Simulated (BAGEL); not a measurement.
**CH3F2NSi (SMILES FC(F)=N[SiH3]) at HF/6-31G(d) (density fitting with qzvpp-jkfit, spherical functions)**

Aim: the vertical singlet–triplet gap of CH3F2NSi at HF/6-31G* (density fitting with qzvpp-jkfit, spherical functions), from 2 runs. 

The calculation is run with BAGEL 1.2.2.

4 further runs of the same task are left out: 3 that didn't finish, 1 set aside as unsound or not needed.

## 1. The system as given

CH3F2NSi has 8 atoms, charge 0, and is taken as a singlet. As SMILES, `FC(F)=N[SiH3]`. Geometry: relaxed at PBE0-D4/def2-TZVP.

Bond lengths: F1–C2 1.312 Å, C2–F3 1.323 Å, C2–N4 1.224 Å, N4–Si5 1.734 Å, Si5–H6 1.481 Å, Si5–H7 1.482 Å, Si5–H8 1.486 Å. Angles: F1–C2–F3 107.0°, F1–C2–N4 124.7°, F3–C2–N4 128.3°, C2–N4–Si5 131.4°, N4–Si5–H6 107.1°, N4–Si5–H7 107.1°, N4–Si5–H8 113.0°, H6–Si5–H7 110.0°, H6–Si5–H8 109.7°, H7–Si5–H8 109.7°.

## 2. The energy at HF/6-31G(d) (density fitting with qzvpp-jkfit, spherical functions)

Contents of input.json:

```json
{ "bagel": [

{
  "title": "molecule",
  "basis": "6-31gs.json",
  "df_basis": "qzvpp-jkfit",
  "angstrom": "true",
  "geometry": [
    { "atom": "F", "xyz": [    2.154400,   -1.432200,    0.932000 ] },
    { "atom": "C", "xyz": [    0.973400,   -0.966100,    0.602200 ] },
    { "atom": "F", "xyz": [    0.076200,   -1.822100,    1.064300 ] },
    { "atom": "N", "xyz": [    0.782500,    0.072400,   -0.017600 ] },
    { "atom": "Si", "xyz": [   -0.679000,    0.844400,   -0.540400 ] },
    { "atom": "H", "xyz": [   -0.704100,    2.192700,    0.073000 ] },
    { "atom": "H", "xyz": [   -0.608400,    0.959200,   -2.015800 ] },
    { "atom": "H", "xyz": [   -1.902800,    0.094700,   -0.153800 ] }
  ]
},
{ "title": "hf" },
{ "title": "print", "file": "orbitals.molden", "orbitals": "true" }

]}
```

The basis set 6-31G* is read from a file made from the Basis Set Exchange's data (not shown).

Started as:

```
BAGEL_NUM_THREADS=1 BAGEL input.json > input.out
```

What it wrote:

```text
* using 1 threads per process

  ===============================================================
  ===============================================================

  *** Geometry ***

  { "atom" : "F", "xyz" : [      4.071226,     -2.706466,      1.761225 ] },
  { "atom" : "C", "xyz" : [      1.839459,     -1.825664,      1.137993 ] },
  { "atom" : "F", "xyz" : [      0.143997,     -3.443270,      2.011236 ] },
  { "atom" : "N", "xyz" : [      1.478711,      0.136816,     -0.033259 ] },
  { "atom" : "Si", "xyz" : [     -1.283124,      1.595685,     -1.021208 ] },
  { "atom" : "H", "xyz" : [     -1.330556,      4.143602,      0.137950 ] },
  { "atom" : "H", "xyz" : [     -1.149709,      1.812625,     -3.809310 ] },
  { "atom" : "H", "xyz" : [     -3.595771,      0.178957,     -0.290640 ] },

  Number of auxiliary basis functions:      488

  Since a DF basis is specified, we compute 2- and 3-index integrals:
    o Being stored without compression. Storage requirement is 0.025 GB

  Number of basis functions:       80
  Number of electrons      :       48

    * METHOD: MOLECULE                             0.24

  *** RHF ***

  === Nuclear Repulsion ===
   224.8907112618

      * DIIS with orbital gradients will be used.

  === RHF iteration (6-31gs.json) ===
      0       -581.60761263          0.02345454           0.06
      1       -581.77091916          0.01541905           0.06
      2       -581.85287561          0.00160356           0.06
      3       -581.85485194          0.00069370           0.06
      4       -581.85514433          0.00020907           0.06
      5       -581.85519464          0.00011381           0.06
      6       -581.85520624          0.00004257           0.06
      7       -581.85520868          0.00001071           0.06
      8       -581.85520875          0.00000493           0.06
      9       -581.85520876          0.00000146           0.07
     10       -581.85520877          0.00000053           0.06
     11       -581.85520877          0.00000015           0.06
     12       -581.85520877          0.00000007           0.06
     13       -581.85520877          0.00000002           0.06
     14       -581.85520877          0.00000001           0.06
    * SCF iteration converged.

    * Permanent dipole moment:
           (    0.446097,    -0.007925,     0.025693) a.u.

    * METHOD: HF                                   1.04

    * METHOD: PRINT                                0.01

  ===============================================================
```

Wall time 1.6 s (1 thread of Intel Xeon Platinum 8488C (Sapphire Rapids), shared host); peak memory 0.11 GiB.

## 3. The triplet at the same level

Contents of input.json:

```json
{ "bagel" : [

{
  "title" : "molecule",
  "basis" : "6-31gs.json",
  "df_basis" : "qzvpp-jkfit",
  "angstrom" : "true",
  "geometry" : [
    { "atom" : "F", "xyz" : [    2.154400,   -1.432200,    0.932000 ] },
    { "atom" : "C", "xyz" : [    0.973400,   -0.966100,    0.602200 ] },
    { "atom" : "F", "xyz" : [    0.076200,   -1.822100,    1.064300 ] },
    { "atom" : "N", "xyz" : [    0.782500,    0.072400,   -0.017600 ] },
    { "atom" : "Si", "xyz" : [   -0.679000,    0.844400,   -0.540400 ] },
    { "atom" : "H", "xyz" : [   -0.704100,    2.192700,    0.073000 ] },
    { "atom" : "H", "xyz" : [   -0.608400,    0.959200,   -2.015800 ] },
    { "atom" : "H", "xyz" : [   -1.902800,    0.094700,   -0.153800 ] }
  ]
},
{
  "title" : "uhf",
  "nopen" : 2
},
{
  "title" : "print",
  "file" : "orbitals.molden",
  "orbitals" : "true"
}

]}
```

The basis set 6-31G* is read from a file made from the Basis Set Exchange's data (not shown).

Started as:

```
BAGEL_NUM_THREADS=1 BAGEL input.json > input.out
```

What it wrote:

```text
* using 1 threads per process

  ===============================================================
  ===============================================================

  *** Geometry ***

  { "atom" : "F", "xyz" : [      4.071226,     -2.706466,      1.761225 ] },
  { "atom" : "C", "xyz" : [      1.839459,     -1.825664,      1.137993 ] },
  { "atom" : "F", "xyz" : [      0.143997,     -3.443270,      2.011236 ] },
  { "atom" : "N", "xyz" : [      1.478711,      0.136816,     -0.033259 ] },
  { "atom" : "Si", "xyz" : [     -1.283124,      1.595685,     -1.021208 ] },
  { "atom" : "H", "xyz" : [     -1.330556,      4.143602,      0.137950 ] },
  { "atom" : "H", "xyz" : [     -1.149709,      1.812625,     -3.809310 ] },
  { "atom" : "H", "xyz" : [     -3.595771,      0.178957,     -0.290640 ] },

  Number of auxiliary basis functions:      488

  Since a DF basis is specified, we compute 2- and 3-index integrals:
    o Being stored without compression. Storage requirement is 0.025 GB

  Number of basis functions:       80
  Number of electrons      :       48

    * METHOD: MOLECULE                             0.29

  *** Open-shell HF ***

  === Nuclear Repulsion ===
   224.8907112618

      * DIIS with orbital gradients will be used.

  === UHF iteration (6-31gs.json) ===
      0       -581.22311835          0.04438568           0.12
      1       -581.45314073          0.03481271           0.12
      2       -581.57673714          0.02059581           0.13
      3       -581.64550848          0.00438683           0.17
      4       -581.65868203          0.00235610           0.12
      5       -581.66203899          0.00083961           0.12
      6       -581.66253364          0.00020406           0.12
      7       -581.66267030          0.00006080           0.11
      8       -581.66269766          0.00002971           0.11
      9       -581.66271155          0.00001144           0.12
[... 18 lines of this table left out ...]
     28       -581.66271616          0.00000003           0.12
     29       -581.66271616          0.00000002           0.12
     30       -581.66271616          0.00000001           0.13
     31       -581.66271616          0.00000001           0.13
    * SCF iteration converged.

    * S^2 (UHF) is 2.0179

    * Permanent dipole moment:
           (    0.641234,    -0.597287,     0.380501) a.u.

    * METHOD: UHF                                  4.20

    * METHOD: PRINT                                0.01

  ===============================================================
```

Wall time 5.1 s (1 thread of Intel Xeon Platinum 8488C (Sapphire Rapids), shared host); peak memory 0.11 GiB.

## 4. Summary of results

Level: HF/6-31G* (density fitting with qzvpp-jkfit, spherical functions).

| quantity | value |
| --- | --- |
| singlet: total energy | -581.85521 Eh |
| singlet: dipole moment | 1.14 D |
| singlet: HOMO energy | -12.18 eV |
| singlet: LUMO energy | 3.79 eV |
| singlet: HOMO–LUMO gap | 15.97 eV |
| triplet: total energy | -581.66272 Eh |
| triplet: dipole moment | 2.43 D |
| triplet: ⟨S²⟩ | 2.018 |
| vertical energy of the triplet above the singlet | 5.238 eV |

At this shape the triplet lies 5.24 eV (121 kcal/mol) above the singlet.
